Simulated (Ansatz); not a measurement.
# Na2PdF6: the cost of one run

Method: reference: DFT PBE, plane waves, PAW, scalar-relativistic, no spin polarisation, in Ansatz 0.2.0.

1 further run of the same task is left out (set aside as unsound or not needed).

### Step 1. The system as given

Symmetry: P-3m1, No. 164, trigonal system. The conventional cell has a = 5.296 Å, b = 5.296 Å, c = 4.323 Å, α = 90.00°, β = 90.00°, γ = 120.00°. F (site symmetry m) has 1 Na at 1.70 Å and 1 Pd at 1.72 Å as nearest neighbours. Pd (site symmetry -3m) is surrounded by 6 F at 1.72 Å. Na (site symmetry 3m) is surrounded by 3 F at 1.70 Å.

Coordinates:

```xyz
9
Lattice="5.2959 0.0000 0.0000 -2.6480 4.5864 0.0000 0.0000 0.0000 4.3232" Properties=species:S:1:pos:R:3 pbc="T T T"
F    -1.4564    3.8984    1.0376
F     0.0000    1.3759    1.0376
F     1.4564    3.8984    1.0376
F     4.1043    0.6880    3.2857
F     1.1916    0.6880    3.2857
F     2.6480    3.2105    3.2857
Pd    0.0000    0.0000    0.0000
Na    2.6482    1.5286    3.0263
Na   -0.0003    3.0577    1.2970
```

### Step 2. Reference

input.yaml

```yaml
crystal:
  lattice:
    - [5.295911, 0.0, 0.0]
    - [-2.647956, 4.586396, 0.0]
    - [0.0, 0.0, 4.32325]
  atoms:
    - { symbol: F, position: [0.15, 0.85, 0.24] }
    - { symbol: F, position: [0.15, 0.3, 0.24] }
    - { symbol: F, position: [0.7, 0.85, 0.24] }
    - { symbol: F, position: [0.85, 0.15, 0.76] }
    - { symbol: F, position: [0.3, 0.15, 0.76] }
    - { symbol: F, position: [0.85, 0.7, 0.76] }
    - { symbol: Pd, position: [0.0, 0.0, 0.0] }
    - { symbol: Na, position: [0.6667, 0.3333, 0.7] }
    - { symbol: Na, position: [0.3333, 0.6667, 0.3] }
  symmetry: { tolerance: 0.0003 }
kpoints:
  mp_grid: { grid: [4, 4, 4], shift: [0, 0, 0] }
magnetization:
  spin_polarized: false
scf:
  occupations: { method: gaussian, width: 0.1383 }
hamiltonian:
  pseudopotentials: { kind: paw }
  xc: pbe
basis:
  ecutwfc: 420
output:
  forces: true
  stress: true
  eigenvalues: true
```

Command:

```console
$ ansatz run input.yaml --threads 1 --pin off --max-ram 2560MiB --backend cpu --events-out ev --progress --plain --runs-dir out
```

**Question.** How long does this run take on 1 thread of Intel Xeon Platinum 8259CL at 2.50GHz (Skylake/Cascade Lake), shared host, and how much memory does it need?

About 6.6 s, with a peak of 0.46 GiB.
